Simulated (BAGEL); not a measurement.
**CuSH (SMILES [SH][Cu]) at HF/3-21G (density fitting with qzvpp-jkfit)**

Aim: the vertical ionisation energy of CuSH at HF/3-21G (density fitting with qzvpp-jkfit), from 2 runs. 

The calculation is run with BAGEL 1.2.2.

4 further runs of the same task are left out: 3 that didn't finish, 1 set aside as unsound or not needed.

## (1) Starting point

CuSH has 3 atoms, charge 0, and is taken as a singlet. SMILES: `[SH][Cu]`. Geometry: relaxed at PBE0-D4/def2-TZVP.

Bond lengths: S1–Cu2 2.117 Å, S1–H3 1.346 Å. Angles: Cu2–S1–H3 93.6°.

## (2) The energy at HF/3-21G (density fitting with qzvpp-jkfit)

The input, input.json:

```json
{ "bagel": [

{
  "title": "molecule",
  "basis": "3-21g.json",
  "df_basis": "qzvpp-jkfit",
  "angstrom": true,
  "geometry": [
    { "atom": "S", "xyz": [      -0.511900,       0.570500,      -0.230300 ] },
    { "atom": "Cu", "xyz": [       1.309500,       0.076500,       0.729600 ] },
    { "atom": "H", "xyz": [      -0.808400,      -0.711800,      -0.512600 ] }
  ]
},

{
  "title": "hf"
},

{
  "title": "print",
  "file": "orbitals.molden",
  "orbitals": true
}

]}
```

The basis set 3-21G is read from a file made from the Basis Set Exchange's data (not shown).

Launch:

```console
$ BAGEL_NUM_THREADS=1 BAGEL input.json > input.out
```

The program printed:

```text
* using 1 threads per process

  ===============================================================
  ===============================================================

  *** Geometry ***

  { "atom" : "S", "xyz" : [     -0.967351,      1.078089,     -0.435204 ] },
  { "atom" : "Cu", "xyz" : [      2.474596,      0.144564,      1.378744 ] },
  { "atom" : "H", "xyz" : [     -1.527655,     -1.345107,     -0.968674 ] },

  Number of auxiliary basis functions:      410

  Since a DF basis is specified, we compute 2- and 3-index integrals:
    o Being stored without compression. Storage requirement is 0.006 GB

  Number of basis functions:       42
  Number of electrons      :       46

    * METHOD: MOLECULE                             0.09

  *** RHF ***

  === Nuclear Repulsion ===
   128.2088743662

      * DIIS with orbital gradients will be used.

  === RHF iteration (3-21g.json) ===
      0      -2026.55601846          0.04900501           0.02
      1      -2023.66495042          0.15397514           0.02
      2      -2026.78677600          0.01044892           0.02
      3      -2026.81942635          0.00296201           0.02
      4      -2026.82558034          0.00237266           0.02
      5      -2026.83225756          0.00224179           0.02
      6      -2026.83785503          0.00185755           0.02
      7      -2026.84012448          0.00083090           0.02
      8      -2026.84029841          0.00026385           0.02
      9      -2026.84030431          0.00007823           0.02
     10      -2026.84030579          0.00004282           0.02
     11      -2026.84030674          0.00001869           0.02
     12      -2026.84030710          0.00001459           0.02
     13      -2026.84030778          0.00000873           0.02
     14      -2026.84030808          0.00000300           0.02
     15      -2026.84030810          0.00000159           0.02
     16      -2026.84030810          0.00000131           0.02
     17      -2026.84030811          0.00000074           0.02
     18      -2026.84030811          0.00000084           0.02
     19      -2026.84030811          0.00000022           0.02
     20      -2026.84030811          0.00000017           0.02
     21      -2026.84030811          0.00000015           0.02
     22      -2026.84030811          0.00000013           0.02
     23      -2026.84030811          0.00000008           0.02
     24      -2026.84030811          0.00000007           0.02
     25      -2026.84030811          0.00000002           0.02
     26      -2026.84030811          0.00000000           0.02
    * SCF iteration converged.

    * Permanent dipole moment:
           (   -1.975004,     0.920984,    -1.005212) a.u.

    * METHOD: HF                                   0.58

    * METHOD: PRINT                                0.00

  ===============================================================
```

Run time: 0.84 s. Hardware: 1 thread of Arm Neoverse V2, shared host; peak memory 0.082 GiB.

## (3) The doublet cation

The input, hf.json:

```json
{ "bagel" : [

{
  "title" : "molecule",
  "basis" : "3-21g.json",
  "df_basis" : "qzvpp-jkfit",
  "angstrom" : true,
  "geometry" : [
    { "atom" : "S", "xyz" : [      -0.511900,       0.570500,      -0.230300 ] },
    { "atom" : "Cu", "xyz" : [       1.309500,       0.076500,       0.729600 ] },
    { "atom" : "H", "xyz" : [      -0.808400,      -0.711800,      -0.512600 ] }
  ]
},

{
  "title" : "uhf",
  "charge" : 1,
  "nopen" : 1
},

{
  "title" : "print",
  "file" : "orbitals.molden",
  "orbitals" : true
}

]}
```

The basis set 3-21G is read from a file made from the Basis Set Exchange's data (not shown).

Launch:

```console
$ BAGEL_NUM_THREADS=1 BAGEL hf.json > hf.out
```

The program printed:

```text
* using 1 threads per process

  ===============================================================
  ===============================================================

  *** Geometry ***

  { "atom" : "S", "xyz" : [     -0.967351,      1.078089,     -0.435204 ] },
  { "atom" : "Cu", "xyz" : [      2.474596,      0.144564,      1.378744 ] },
  { "atom" : "H", "xyz" : [     -1.527655,     -1.345107,     -0.968674 ] },

  Number of auxiliary basis functions:      410

  Since a DF basis is specified, we compute 2- and 3-index integrals:
    o Being stored without compression. Storage requirement is 0.006 GB

  Number of basis functions:       42
  Number of electrons      :       46

    * METHOD: MOLECULE                             0.09

  *** Open-shell HF ***

  === Nuclear Repulsion ===
   128.2088743662

      * DIIS with orbital gradients will be used.

  === UHF iteration (3-21g.json) ===
      0      -2026.25205763          0.10079148           0.04
      1      -2025.61311512          0.17592286           0.04
      2      -2025.38673265          0.20496734           0.04
      3      -2026.57478896          0.01694940           0.04
      4      -2026.61284147          0.01143471           0.04
      5      -2026.64335458          0.01274115           0.04
      6      -2026.67353722          0.00324748           0.04
      7      -2026.67656452          0.00093403           0.04
      8      -2026.67692012          0.00056367           0.04
      9      -2026.67699340          0.00012348           0.04
     10      -2026.67701905          0.00004711           0.04
     11      -2026.67702760          0.00004142           0.04
     12      -2026.67703614          0.00004107           0.04
     13      -2026.67704202          0.00004107           0.04
     14      -2026.67703790          0.00004104           0.04
     15      -2026.67701625          0.00004103           0.04
     16      -2026.67701561          0.00004103           0.04
     17      -2026.67702031          0.00004096           0.04
     18      -2026.67700770          0.00004094           0.04
     19      -2026.67702163          0.00004049           0.04
     20      -2026.67678594          0.00007813           0.04
     21      -2026.67683204          0.00006658           0.04
     22      -2026.67685598          0.00005760           0.04
     23      -2026.67672537          0.00010397           0.04
     24      -2026.67666873          0.00015759           0.04
     25      -2026.67687279          0.00010777           0.04
     26      -2026.67690395          0.00010491           0.04
     27      -2026.67693860          0.00005648           0.04
     28      -2026.67686699          0.00013054           0.04
     29      -2026.67689419          0.00007752           0.04
     30      -2026.67694873          0.00009019           0.04
     31      -2026.67671071          0.00012339           0.04
     32      -2026.67691527          0.00005798           0.04
     33      -2026.67695342          0.00004514           0.04
     34      -2026.67689075          0.00012036           0.04
     35      -2026.67692605          0.00003202           0.04
     36      -2026.67693989          0.00003365           0.04
     37      -2026.67686394          0.00005503           0.04
     38      -2026.67696517          0.00002644           0.04
     39      -2026.67696194          0.00002409           0.04
     40      -2026.67694828          0.00004320           0.04
     41      -2026.67696238          0.00003332           0.04
     42      -2026.67694502          0.00002362           0.04
     43      -2026.67692611          0.00002714           0.04
     44      -2026.67690117          0.00012791           0.04
     45      -2026.67689886          0.00015350           0.04
     46      -2026.67688142          0.00011142           0.04
     47      -2026.67689890          0.00002626           0.04
     48      -2026.67688763          0.00002187           0.04
     49      -2026.67690557          0.00001100           0.04
     50      -2026.67691437          0.00000282           0.04
     51      -2026.67692289          0.00000373           0.04
     52      -2026.67692542          0.00000337           0.04
     53      -2026.67692854          0.00000148           0.04
     54      -2026.67692966          0.00000185           0.04
     55      -2026.67692964          0.00000273           0.04
     56      -2026.67692925          0.00000105           0.04
     57      -2026.67692959          0.00000122           0.04
     58      -2026.67692951          0.00000050           0.04
     59      -2026.67692947          0.00000054           0.04
     60      -2026.67692940          0.00000054           0.04
     61      -2026.67692939          0.00000052           0.04
     62      -2026.67692951          0.00000043           0.04
     63      -2026.67692968          0.00000022           0.04
     64      -2026.67692968          0.00000009           0.04
     65      -2026.67692969          0.00000004           0.04
     66      -2026.67692969          0.00000003           0.04
     67      -2026.67692969          0.00000001           0.04
    * SCF iteration converged.

    * S^2 (UHF) is 0.7521

    * Permanent dipole moment:
           (   -2.332351,     1.074262,    -1.188325) a.u.

    * METHOD: UHF                                  2.51

    * METHOD: PRINT                                0.00

  ===============================================================
```

Wall time 2.8 s (1 thread of Arm Neoverse V2, shared host); peak memory 0.082 GiB.

## (4) What came out

Level: HF/3-21G (density fitting with qzvpp-jkfit).

| quantity | value |
| --- | --- |
| singlet CuSH: total energy | -2026.84031 Eh |
| singlet CuSH: dipole moment | 6.10 D |
| singlet CuSH: HOMO energy | -9.12 eV |
| singlet CuSH: LUMO energy | 0.26 eV |
| singlet CuSH: HOMO–LUMO gap | 9.38 eV |
| doublet cation: total energy | -2026.67693 Eh |
| doublet cation: ⟨S²⟩ | 0.752 |
| vertical ionisation energy (to the doublet cation), in doubt | 4.446 eV |

Removing an electron at fixed nuclei costs 4.45 eV (429 kJ/mol). The negative HOMO energy of the first species, 9.12 eV, lies 4.68 eV above that difference. This value lies far from the orbital energy or is too small for a neutral ground state: the hole may sit in another orbital, or the first species is not in its lowest state.
